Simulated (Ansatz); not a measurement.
Run this with Ansatz 0.2.0 through its Python package and show what comes out.

`ba_fold.py`
```python
"""A supercell of Ba must give the energy of the small cell."""

import ansatz as az
from ase import Atoms

FUNCTIONAL = "lda"
FILLING = "fermi_dirac"
MAX_SCF = 200

atoms = Atoms(
    ["Ba"],
    scaled_positions=[
        (0.5, 0.5, 0.5),
    ],
    cell=[
        (3.99965, 0.0, 0.0),
        (0.0, 3.99965, 0.0),
        (0.0, 0.0, 3.605539),
    ],
    pbc=True,
)
system = az.Crystal.from_ase(atoms)

# the mesh shrinks as the cell grows, so that all cells sample the same points
mesh = (4, 4, 4)
rows = []
for repeats in [(1, 1, 1), (1, 1, 2)]:
    model = (
        system.supercell(*repeats).calculation()
        .functional(FUNCTIONAL)
        .pseudopotentials("nc")
        .occupations(FILLING)
        .scf(max_iterations=MAX_SCF, lower_state_search="standard")
        .kpoints(*(k // n for k, n in zip(mesh, repeats)))
    )
    data = model.run(threads=1, pin="off").report
    n = len(data["lattice"]["sites"])
    rows.append((repeats, n, data["free_energy_ev"] / n, data["fermi_energy_ev"], data["n_kpoints"], data["n_symmetry_ops"]))
print("       repeats           atoms       F/atom eV  Fermi level eV        k-points  symmetry operations")
for row in rows:
    print(f"{str(row[0]):>14s}  {row[1]:14d}  {row[2]:14.5f}  {row[3]:14.4f}  {row[4]:14d}  {row[5]:19d}")
```

Output of `python ba_fold.py`:
```text
DeckWarning: basis.ecutwfc = 770 eV, auto-derived from the records' recommended cutoffs: set by Ba (normal level)
       repeats           atoms       F/atom eV  Fermi level eV        k-points  symmetry operations
     (1, 1, 1)               1      -763.70625          6.1609              18                   16
     (1, 1, 2)               2      -763.70625          6.1609              12                   32
```
(Warnings from the package without file and line.)

The settings weren't tested for convergence. For a metal this k-point mesh is coarse: on a finer one energies can move by several to tens of meV an atom and pressures by half a GPa or more, differences at one mesh by less. This isn't the structure that Ba takes at ambient conditions. The count of operations in a supercell holds its pure translations too, and an uneven repeat can lower the point group. Run time: 2.1 s on 1 thread of Intel(R) Xeon(R) 6975P-C (Granite Rapids) (shared host), peak memory 0.43 GiB.

(Lines on the test bed's own set-up are left out of the output.)
